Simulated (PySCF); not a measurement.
# [PrCl2]2+: other functionals and bases at one geometry

One table from this session's results is given with a row withheld; the runs are named, their logs left out.

Method: several levels, as the steps say, no spin–orbit coupling; program: PySCF 2.14.0.

1 further run of the same task is left out (for a known fault of the program).

**Starting geometry**

3 atoms, charge 2, spin multiplicity 1.

Bond lengths: Pr1–Cl2 2.331 Å, Pr1–Cl3 2.331 Å. Angles: Cl2–Pr1–Cl3 100.6°.

Geometry (Å):

```xyz
3
Cl2Pr
Pr    0.0000    0.0000   -0.6421
Cl    1.7932    0.0000    0.8469
Cl   -1.7932    0.0000    0.8469
```

Formal oxidation states: Pr +4. Each metal's 1 4f electrons lie in its core potential, so multiplicities, spins and levels count the valence alone. An earlier session relaxed this geometry at PBE0, Pr lcecp-2-SVP with ECP47, Cl def2-SVP (singlet, point group C2v).

At PBE0 on the finer grid: E = -958.426329 Eh, frontier levels not given, since the 4f levels lie in the core, Mulliken charge on Pr1 +1.73 e, largest force component 0.002 eV/Å. 

Levels to run: BLYP; TPSSh; PBE0, TZVP. Hardware: 2 threads of Arm Neoverse V1, shared host.

Set-up of the first run:

Input file run.py (the lines that set the calculation):

```python
mol = gto.M(atom='''
Pr     0.00000     0.00000    -0.64206
Cl     1.79321     0.00000     0.84689
Cl    -1.79321     0.00000     0.84689''',
    basis={'Pr': 'lcecp-2-SVP', 'Cl': 'def2-SVP'},
    ecp={'Pr': 'lcecp-2-SVP'},
    charge=2, spin=0)
mf = dft.RKS(mol, xc='BLYP')
mf.grids.atom_grid = (75, 302)  # f atoms: unpruned, at least (60, 302)
mf = mf.density_fit()  # fitting sets: Pr AutoAux, Cl def2-universal-JKFIT
mf.conv_tol = 1e-08; mf.max_cycle = 55
mf.kernel(dm0)  # dm0: the density of the relaxed state
```

Started as:

```console
$ OMP_NUM_THREADS=2 python run.py
```

Among the steps run: BLYP; TPSSh; PBE0, TZVP.

One table of the session follows, with a row left open; its other results are not shown here.

| level | charge on Pr1 (e) | dipole (D) | largest force component (eV/Å) |
| --- | --- | --- | --- |
| PBE0 (relaxed here) | 1.73 | 4.87 | 0.00 |
| BLYP | 1.57 | 4.18 | 1.16 |
| TPSSh | 1.73 | 4.80 | 0.55 |
| PBE0, TZVP | ? | ? | ? |

**Question.** Estimate the row for PBE0, TZVP.

**Answer.** charge on Pr1 (e): 1.93; dipole (D): 4.71; largest force component (eV/Å): 0.40. In the column «charge on Pr1 (e)» it is the highest.

The dipole of a charged species depends on the origin, so these sizes hold for this origin alone.

The largest leftover force, 1.16 eV/Å with BLYP, stands at a geometry relaxed at another level. With 4f in the core, its levels are missing from HOMO and gap, and its count is fixed, so no charge can pass from the ligands into it. Total energies of different levels can't be compared.
